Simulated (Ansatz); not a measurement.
The first iterations of a band of a periodic cell of 17 atoms, Zn9O8 (host ZnO, host structure P6_3mc, interstitial Zn).

These are results of DFT LDA, scalar-relativistic, plane waves, PAW in Ansatz 0.2.0, not measurements. Settings: PAW set soft_1, cutoff 420 eV, k mesh 2x2x2, gaussian smearing 0.05 eV, no spin polarisation.

```json
{
  "movable images": "7",
  "climbing image": "yes",
  "spring": "5.0 eV/Å²",
  "optimiser": "quadratic models (default)",
  "start path": "IDPP",
  "force threshold": "0.05 eV/Å",
  "iteration limit": "61",
  "end points": "relaxed"
}
```

Initial state:

```xyz
17
Lattice="-3.2190 -5.5755 0.0000 4.8285 -2.7877 0.0000 0.0000 0.0000 5.1489" Properties=species:S:1:pos:R:3
Zn -0.033 -3.620 0.115
Zn 1.695 -4.575 2.455
O -0.048 -3.754 2.015
O 1.551 -4.658 4.523
Zn 3.180 -3.749 -0.083
Zn 0.008 -1.917 2.602
O 3.289 -3.812 1.852
O -0.062 -1.877 4.510
Zn 1.462 -1.030 0.115
Zn 3.153 -2.050 2.455
O 1.571 -0.949 2.015
O 3.153 -1.884 4.524
Zn 1.643 -6.578 0.046
Zn -1.795 -4.592 2.474
O 1.481 -6.485 1.946
O -1.624 -4.692 4.573
Zn -0.057 -5.597 3.686
```

Final state:

```xyz
17
Lattice="-3.2190 -5.5755 0.0000 4.8285 -2.7877 0.0000 0.0000 0.0000 5.1489" Properties=species:S:1:pos:R:3
Zn 0.121 -3.671 0.015
Zn 1.612 -4.526 2.641
O 0.047 -3.679 1.935
O 1.644 -4.718 4.622
Zn 3.311 -3.828 -0.051
Zn -0.108 -1.831 2.460
O 3.121 -3.728 1.915
O 0.007 -1.912 4.370
Zn 1.498 -0.802 -0.356
Zn 2.751 -1.861 1.849
O 1.183 -0.773 1.539
O 3.527 -1.915 5.193
Zn 1.962 -6.465 0.456
Zn -1.412 -4.806 2.626
O 1.877 -6.441 2.321
O -1.515 -4.463 4.582
Zn 0.389 -6.382 3.638
```

| iteration | highest image above the first end (eV) | largest band force component (eV/Å) |
| --- | --- | --- |
| 1 | 0.219 | 1.575 |
| 2 | 0.147 | 1.063 |
| 3 | 0.054 | 0.732 |

Task: Does the band converge within its limit, and where does its top end?

Result: The forces met the threshold. It ended after 11 iterations with the highest image 0.027 eV above the first end. By the program's own check the climbing image is a first-order saddle point (lowest curvatures found: -1.87 and 0.70 eV/Å²). Limits of this set-up: coarse k mesh, PAW files made for another functional, a small cell, in which the defect meets its images.

Run time: 11 min on 2 threads of Arm Neoverse V1 (shared host), peak memory 1 GiB.
